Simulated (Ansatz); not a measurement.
# GaH₄+ (triplet): from Hartree-Fock to the top rungs at scale of all distances = 1.779, cc-pVDZ

How much of the correlation energy of GaH₄+ (triplet) does each wave-function method recover here?

Program: Ansatz 0.2.0, Gaussian basis. Level of theory: cc-pVDZ, core rule «outside noble gas», up to 14 orbitals frozen. These are calculated values, not measurements.

To be run: UHF; CCSD(T) on natural orbitals of UHF; CCSD(T) on UHF; BCCD(T) on natural orbitals of UHF; CISD; CCSDT(Q) on UHF; CASSCF and MRCISD+Q, 4 electrons in 4 orbitals; CASSCF and NEVPT2, 4 electrons in 4 orbitals; CASSCF and MRCISD+Q, 6 electrons in 8 orbitals; CASSCF and NEVPT2, 6 electrons in 8 orbitals; Full CI.

20 further runs of the same task are left out: 3 for a known fault of the program, 16 that didn't finish, 1 set aside as unsound or not needed.

## (1) The geometry

The geometry derives from a PBE0/def2-TZVP stationary point (not a proven minimum). All distances are scaled together. No spin-orbit coupling is included. The filled d shell of Ga may be among the frozen orbitals whatever the setting's name suggests; the logs give the count.

5 atoms, charge 1, spin multiplicity 3.

Atoms are counted from 1 here; the program's logs count them from 0.

No contacts short enough for the rule that draws bonds.

## (2) UHF

in.yaml reads:

```yaml
crystal:
  periodic: [false, false, false]
  atoms:
    - {symbol: Ga, position_ang: [0.000000, 0.000000, 0.000000]}
    - {symbol: H, position_ang: [1.160805, 1.181443, 2.408533]}
    - {symbol: H, position_ang: [-1.178614, -1.163634, 2.408554]}
    - {symbol: H, position_ang: [-1.163618, 1.160789, -2.417203]}
    - {symbol: H, position_ang: [1.181427, -1.178598, -2.399884]}
basis:
  gaussian: {orbitals: cc-pVDZ}
total_charge: 1
magnetization: {spin_polarized: true, initial_magnetization: 2}
hamiltonian: {xc: hf}
output: {orbitals: {seedname: orbitals}}
```

The run is started by

```
ansatz run in.yaml --threads 1 --pin off --events-out ev --progress --plain --max-ram 2393MiB
```

The runs that follow: CCSD(T) on natural orbitals of UHF; CCSD(T) on UHF; BCCD(T) on natural orbitals of UHF; CISD; CCSDT(Q) on UHF; CASSCF and MRCISD+Q, 4 electrons in 4 orbitals; CASSCF and NEVPT2, 4 electrons in 4 orbitals; CASSCF and MRCISD+Q, 6 electrons in 8 orbitals; CASSCF and NEVPT2, 6 electrons in 8 orbitals; Full CI.

Before running them: what should the planned runs give, taken together? Wanted: FCI below the RHF energy; RMP2 from FCI; UMP2 from FCI; RCCSD from FCI; RCCSD(T) from FCI; UCCSD(T) from FCI; UCCSDT(Q) from FCI; NEVPT2 pair from FCI; MRCISD+Q pair from FCI.

**Answer**, as computed:

| quantity | value |
| --- | --- |
| FCI below the RHF energy | -5.9260 eV |
| RMP2 from FCI | +14.19 kcal/mol |
| UMP2 from FCI | +8.88 kcal/mol |
| RCCSD from FCI | +1.01 kcal/mol |
| RCCSD(T) from FCI | +0.70 kcal/mol |
| UCCSD(T) from FCI | +0.49 kcal/mol |
| UCCSDT(Q) from FCI | -0.13 kcal/mol |
| NEVPT2 pair from FCI | +8.95 kcal/mol |
| MRCISD+Q pair from FCI | -1.17 kcal/mol |
| NEVPT2 valence from FCI | +0.95 kcal/mol |
| levels within 1 kcal/mol (43 meV) | UCCSD, RCCSD(T), UCCSD(T), BCCD(T), UCCSDT, UCCSDT(Q), MRCISD pair, NEVPT2 valence, MRCISD valence, MRCISD+Q valence |
| T1 diagnostic | 0.317 |
| effectively unpaired electrons | 4.01 |

RCCSD(T) lands +0.70 kcal/mol from the yardstick (0.5 % of the correlation energy). UCCSDT(Q), MRCISD+Q pair fall below full CI: unrestricted runs freeze a spin-polarised core, another one than full CI's, and coupled cluster isn't variational. With 4.0 effectively unpaired electrons against 2 the state is strongly multireference. Coupled cluster on one determinant still stays close here. Of the multireference levels listed MRCISD+Q valence comes nearest in total energy (+0.15 kcal/mol), which doesn't show that its space is the better one. Coupled cluster took another determinant than the lowest Hartree-Fock one. These misses are within one basis, not against nature; the frozen cores of restricted and unrestricted runs differ, which can shift their rows.
